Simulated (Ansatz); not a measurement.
# CH₄OSiZn: a ladder of functionals and wavefunction methods

Aim: compute CH₄OSiZn with functionals from several rungs and with coupled cluster. The yardstick is the atomisation energy at the CCSD(T) limit.

Program: Ansatz 0.2.0, Gaussian basis. Level of theory: functionals in def2-TZVPP, the program's frozen cores in correlated methods. These are calculated values, not measurements.

Levels to be run: LDA (SPW92), PBE-D4, revPBE-D4, BLYP-D4, r2SCAN-D4, B97M-V, PBE0-D4, B3LYP-D4, r2SCANh-D4, r2SCAN0-D4, HSE06-D4, BHLYP-D4, CAM-B3LYP-D4, LC-ωPBE, ωB97X-V, ωB97M-V, B2PLYP, PBE-QIDH; CCSD(T)/def2-SVP; CCSD(T)/def2-TZVPP; MP2/def2-QZVPP; extrapolation to the limit; RPA on PBE.

### 1 The geometry

An earlier PBE0-D4 in a triple-zeta def2 set relaxation fixed the geometry.

8 atoms, charge 0, spin multiplicity 1.

Atoms are counted from 1 here; the program's logs count them from 0.

Bond lengths: C1–Si2 1.916 Å, C1–Zn4 2.007 Å, C1–H5 1.090 Å, C1–H6 1.090 Å, Si2–O3 1.644 Å, Si2–Zn4 2.487 Å, Si2–H7 1.491 Å, Si2–H8 1.491 Å, O3–Zn4 1.890 Å. Angles: Si2–C1–Zn4 78.7°, Si2–C1–H5 118.0°, Si2–C1–H6 118.0°, Zn4–C1–H5 114.3°, Zn4–C1–H6 114.3°, H5–C1–H6 110.4°, C1–Si2–O3 101.7°, C1–Si2–Zn4 52.3°, C1–Si2–H7 109.8°, C1–Si2–H8 109.8°, O3–Si2–Zn4 49.4°, O3–Si2–H7 113.0°, O3–Si2–H8 113.0°, Zn4–Si2–H7 125.3°, Zn4–Si2–H8 125.3°, H7–Si2–H8 109.3°, Si2–O3–Zn4 89.2°, C1–Zn4–Si2 49.1° and more.

### 2 LDA

This LDA is Slater exchange with PW92 correlation.

in.yaml

```yaml
crystal:
  periodic: [false, false, false]
  atoms:
    - {symbol: C, position_ang: [-0.638041, 0.810506, -0.259044]}
    - {symbol: Si, position_ang: [0.496783, -0.525605, 0.515067]}
    - {symbol: O, position_ang: [0.849502, -1.460883, -0.789552]}
    - {symbol: Zn, position_ang: [-0.214815, -0.323424, -1.859449]}
    - {symbol: H, position_ang: [-0.258977, 1.830239, -0.319869]}
    - {symbol: H, position_ang: [-1.690643, 0.812594, 0.022513]}
    - {symbol: H, position_ang: [1.700632, 0.119545, 1.112552]}
    - {symbol: H, position_ang: [-0.244441, -1.262951, 1.577782]}
basis:
  gaussian: {orbitals: def2-TZVPP}
hamiltonian: {xc: lda}
output: {orbitals: {seedname: orbitals}}
```

Run with:

```console
$ ansatz run in.yaml --threads 4 --pin off --events-out ev --progress --plain --max-ram 10444MiB
```

The runs that follow: PBE-D4 (GGA); revPBE-D4 (GGA); BLYP-D4 (GGA); r2SCAN-D4 (meta-GGA); B97M-V (meta-GGA); PBE0-D4 (hybrid); B3LYP-D4 (hybrid); r2SCANh-D4 (hybrid); r2SCAN0-D4 (hybrid); HSE06-D4 (hybrid); BHLYP-D4 (hybrid); CAM-B3LYP-D4 (range-separated); LC-ωPBE (range-separated); ωB97X-V (range-separated); ωB97M-V (range-separated); B2PLYP (double hybrid); PBE-QIDH (double hybrid); CCSD(T) in def2-SVP; CCSD(T) in def2-TZVPP; MP2 in def2-QZVPP; RPA on PBE orbitals.

Before running them: what should the planned runs give, taken together? Wanted: atomisation energy, CCSD(T)/CBS; farthest beyond LDA; mean size of error, GGA; mean size of error, meta-GGA; mean size of error, hybrid; mean size of error, range-separated; mean size of error, double hybrid; gap, smallest and largest; T1 diagnostic.

The runs gave:

```
                               quantity                                                     value
        atomisation energy, CCSD(T)/CBS                                             2569.9 kJ/mol
 functionals within 12.8 kJ/mol (0.5 %)  r2SCAN-D4, B97M-V, r2SCANh-D4, LC-ωPBE, ωB97X-V, ωB97M-V
                    farthest beyond LDA                                  BHLYP-D4 (-115.3 kJ/mol)
                mean size of error, GGA                                               37.6 kJ/mol
           mean size of error, meta-GGA                                               11.7 kJ/mol
             mean size of error, hybrid                                               43.3 kJ/mol
    mean size of error, range-separated                                               11.4 kJ/mol
      mean size of error, double hybrid                                               35.7 kJ/mol
              gap, smallest and largest                      2.33 eV (BLYP-D4), 8.78 eV (LC-ωPBE)
                          T1 diagnostic                                                    0.0187
triples share of the correlation energy                                                     3.8 %
```

What this shows: LDA overbinds by 372.0 kJ/mol (14 %). PBE-D4 misses by +19.5 kJ/mol. Double hybrids carry the basis error of their MP2 part in triple zeta, and no dispersion term here, so their miss is partly the set-up's. The rungs range-separated, meta-GGA miss on average by less than the doubt on the reference (12.8 kJ/mol), so they tie. The reference freezes the cores and leaves out relativity and excitations past (T), so misses under about 12.8 kJ/mol can't be ranked. Hartree-Fock recovers 70 % of the binding; the rest is correlation. CCSD(T) in def2-SVP is off by -197.2 kJ/mol, more than most functionals: a good method in a small basis is no reference. The gap grows from 2.3 to 8.8 eV across the functionals, mostly with the share of exact exchange. The restricted reference is unstable towards a spin-broken one. For Zn the d shell is correlated and the shells below it are frozen.
